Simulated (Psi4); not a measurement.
# UCCSD/6-311+G(d,p) run of B2NH3F (SMILES [BH]NBF)

Aim: the vertical electron affinity of B2NH3F at UCCSD/6-311+G**, from 2 runs. 

The calculation is run with Psi4 1.11.

1 further run of the same task is left out (set aside as unsound or not needed).

### 1 The structure to begin with

B2NH3F: 7 atoms, total charge 0, spin state doublet. As SMILES, `[BH]NBF`. The coordinates come from a GFN2-xTB relaxation. This is one conformer, not always the lowest.

Bond lengths: B1–N2 1.407 Å, N2–B3 1.415 Å, B3–F4 1.322 Å, B1–H5 1.165 Å, N2–H6 1.012 Å, B3–H7 1.174 Å. Angles: B1–N2–B3 127.8°, N2–B3–F4 119.6°, B1–N2–H6 117.9°, B3–N2–H6 114.3°, N2–B1–H5 122.0°, N2–B3–H7 123.0°, F4–B3–H7 117.5°.

### 2 The energy at UCCSD/6-311+G(d,p)

run.py

```python
import psi4

psi4.set_memory(1600000000)
psi4.set_num_threads(1)
psi4.set_output_file('output.dat', False)

geom = psi4.geometry("""
0 2
B     -1.137780     1.094030    -0.196930
N     -0.008560     0.511760     0.407880
B      0.642120    -0.692980     0.049970
F      0.184600    -1.404630    -0.966000
H     -1.671070     0.604670    -1.110210
H      0.406510     0.990500     1.197300
H      1.584190    -1.103350     0.618000
units angstrom
symmetry c1
no_reorient
no_com
""")

psi4.set_options({
    'basis': '6-311+G**',
    'reference': 'uhf',
    'puream': True,
    'e_convergence': 1e-09,
    'd_convergence': 1e-08,
    'scf_type': 'pk',
    'num_frozen_docc': 4,
    'maxiter': 200,
})

energy_value = psi4.energy('ccsd')
print('E =', round(energy_value, 9))
```

Command:

```bash
$ python run.py
```

output.dat:

```text
[...]
  Running in c1 symmetry.
[...]
  Nuclear repulsion =   93.319927887663482
[...]
  Multiplicity = 2
[...]
  Nalpha       = 15
  Nbeta        = 14
[...]
    Number of basis functions: 106
[...]
   @UHF iter   1:  -205.01371679241166   -1.05899e+00   4.90354e-03 ADIIS/DIIS
[...]
   @UHF iter  14:  -205.12945181153165   -7.53175e-12   7.54960e-09 DIIS
[...]
   @S^2 Observed:                7.537164949E-01
[...]
    Orbital Energies [Eh]
    ---------------------
    Alpha Occupied:
       1A    -26.298390     2A    -15.572775     3A     -7.672390
       4A     -7.635334     5A     -1.614451     6A     -1.194631
       7A     -0.794510     8A     -0.756496     9A     -0.717602
      10A     -0.674205    11A     -0.655518    12A     -0.580390
      13A     -0.526794    14A     -0.476238    15A     -0.345678
    Alpha Virtual:
      16A      0.051446    17A      0.058014    18A      0.069155
      19A      0.071587    20A      0.073804    21A      0.092764
      22A      0.099534    23A      0.139307    24A      0.140801
      25A      0.183719    26A      0.207967    27A      0.234144
[...]
  @UHF Final Energy:  -205.12945181153165
   => Energetics <=
    Nuclear Repulsion Energy =             93.3199278876634821
    One-Electron Energy =                -466.2999520051641298
    Two-Electron Energy =                 167.8505723059689956
    Total Energy =                       -205.1294518115316521
  UHF NO Occupations:
  HONO-2 :   13  A 1.9992447
  HONO-1 :   14  A 1.9991565
[...]
 Multipole Moments:
 ------------------------------------------------------------------------------------
     Multipole            Electronic (a.u.)      Nuclear  (a.u.)        Total (a.u.)
 ------------------------------------------------------------------------------------
 L = 1.  Multiply by 2.5417464519 to convert [e a0] to [Debye]
 Dipole X            :          1.4719822           -1.0529365            0.4190457
 Dipole Y            :         12.6722705          -12.4009120            0.2713586
 Dipole Z            :         11.7119397          -11.0899523            0.6219875
 Magnitude           :                                                    0.7975608
[...]
      * MP2 total energy                      = -205.661029501996552
[...]
      * CCSD total energy                     = -205.686725316828927
```

The script printed:

```text
E = -205.686725317
```

It took 73 s on 1 thread of AMD EPYC 9R45 (Zen 5), shared host; peak memory 1.3 GiB.

### 3 The singlet anion, same level

job.dat

```
memory 1600 mb

molecule geom {
  -1 1
  B
  N 1 r2
  B 2 r3 1 a3
  F 3 r4 2 a4 1 d4
  H 1 r5 2 a5 3 d5
  H 2 r6 1 a6 5 d6
  H 3 r7 4 a7 2 d7

  r2 = 1.407115
  r3 = 1.415232
  a3 = 127.77225
  r4 = 1.322106
  a4 = 119.5673
  d4 = 0.02612
  r5 = 1.165312
  a5 = 122.02884
  d5 = -0.23399
  r6 = 1.012254
  a6 = 117.94093
  d6 = 179.92984
  r7 = 1.17412
  a7 = 117.47087
  d7 = 179.94987
  units angstrom
  symmetry c1
}

set globals {
  basis           6-311+G**
  puream          true
  e_convergence   1e-09
  d_convergence   1e-08
  scf_type        pk
  num_frozen_docc 4
}

result, w = energy("ccsd", return_wfn=True)
```

Command:

```bash
$ psi4 -n 1 job.dat job.out
```

job.out:

```text
[...]
  Running in c1 symmetry.
[...]
  Nuclear repulsion =   93.319938096285640
[...]
  Multiplicity = 1
[...]
  Nalpha       = 15
  Nbeta        = 15
[...]
    Number of basis functions: 106
[...]
   @RHF iter   1:  -204.88177521687697   -9.27048e-01   5.65455e-03 DIIS/ADIIS
[...]
   @RHF iter  14:  -205.07623350402432   -3.68345e-11   6.03387e-09 DIIS
[...]
    Orbital Energies [Eh]
    ---------------------
    Doubly Occupied:
       1A    -26.150834     2A    -15.382660     3A     -7.507678
       4A     -7.385152     5A     -1.467795     6A     -0.999600
       7A     -0.639760     8A     -0.573732     9A     -0.533003
      10A     -0.529441    11A     -0.481099    12A     -0.389085
      13A     -0.330342    14A     -0.286106    15A     -0.001696
[...]
  @RHF Final Energy:  -205.07623350402432
   => Energetics <=
    Nuclear Repulsion Energy =             93.3199380962856395
    One-Electron Energy =                -471.4763816315116287
    Two-Electron Energy =                 173.0802100312016876
    Total Energy =                       -205.0762335040243158
[...]
 Multipole Moments:
 ------------------------------------------------------------------------------------
     Multipole            Electronic (a.u.)      Nuclear  (a.u.)        Total (a.u.)
 ------------------------------------------------------------------------------------
 L = 1.  Multiply by 2.5417464519 to convert [e a0] to [Debye]
 Dipole X            :          0.0054197           -0.0003777            0.0050421
 Dipole Y            :         -4.9092882            2.1878002           -2.7214881
 Dipole Z            :          2.9646241            0.6345383            3.5991624
 Magnitude           :                                                    4.5122603
[...]
      * MP2 total energy                      = -205.644354626786338
[...]
      * CCSD total energy                     = -205.673187507070452
[...]
```

It took 35 s on 1 thread of AMD EPYC 9R45 (Zen 5), shared host; peak memory 1.2 GiB.

### 4 Outcome

Level: UCCSD/6-311+G**, 4 core orbitals frozen.

```
                                                                  quantity          value
                                              doublet B2NH3F: total energy  -205.68673 Eh
doublet B2NH3F: HOMO energy (Hartree–Fock orbitals) (highest over α and β)       -9.41 eV
 doublet B2NH3F: LUMO energy (Hartree–Fock orbitals) (lowest over α and β)        1.28 eV
               doublet B2NH3F: correlation energy (4 core orbitals frozen)     -557.3 mEh
                         doublet B2NH3F: ⟨S²⟩ of the reference determinant          0.754
                                             doublet B2NH3F: T1 diagnostic          0.020
                                               singlet anion: total energy  -205.67319 Eh
                        singlet anion: HOMO energy (Hartree–Fock orbitals)       -0.05 eV
                        singlet anion: LUMO energy (Hartree–Fock orbitals)        4.30 eV
      singlet anion: HOMO–LUMO gap (to an unbound level, set by the basis)        4.35 eV
                singlet anion: correlation energy (4 core orbitals frozen)     -597.0 mEh
                                              singlet anion: T1 diagnostic          0.017
                         vertical electron affinity (to the singlet anion)      -0.368 eV
```

**Reading.** The anion lies 0.37 eV (8.5 kcal/mol) above the neutral: the electron isn't bound at this level, and such a value depends on the basis.
